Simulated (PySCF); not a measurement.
# H6N2Pb: the cost of one run

Computed with PySCF 2.14.0 and routines of our own; the level stands in each step. Atoms count from 0.

## 1. The system as given

9 atoms, charge 0, multiplicity 1; geometry from: GFN2-xTB.

## 2. Geometry optimisation at PBE0-D3(BJ)/def2-SVP

Job settings and geometry (Å):

```
{"job": {"xc": "PBE0", "basis": "def2-SVP", "d3": "d3bj", "grid": 1, "maxiter": 30, "shake": 0.01, "kind": "geom"}, "charge": 0, "multiplicity": 1}
N     -1.785530    -0.204450     0.032630
N     -0.729110    -0.740760    -0.579850
Pb     1.334430     0.060500     0.095510
H     -1.918310     0.826790    -0.103000
H     -1.835840    -0.439520     0.998990
H     -0.757600    -0.514070    -1.571480
H      2.708750    -1.110300     0.014260
H      1.889340     1.573540    -0.759890
H      1.151690     0.531130     1.839090
```

Started as:

```
$ OMP_NUM_THREADS=1 python heavy_run.py task.json out
```

This one command runs all jobs of the session in turn.

Q: Estimate the wall time and peak memory of this first job on 1 thread of AMD EPYC 9R45, shared host.

About 34 s, with a peak of 0.36 GiB.
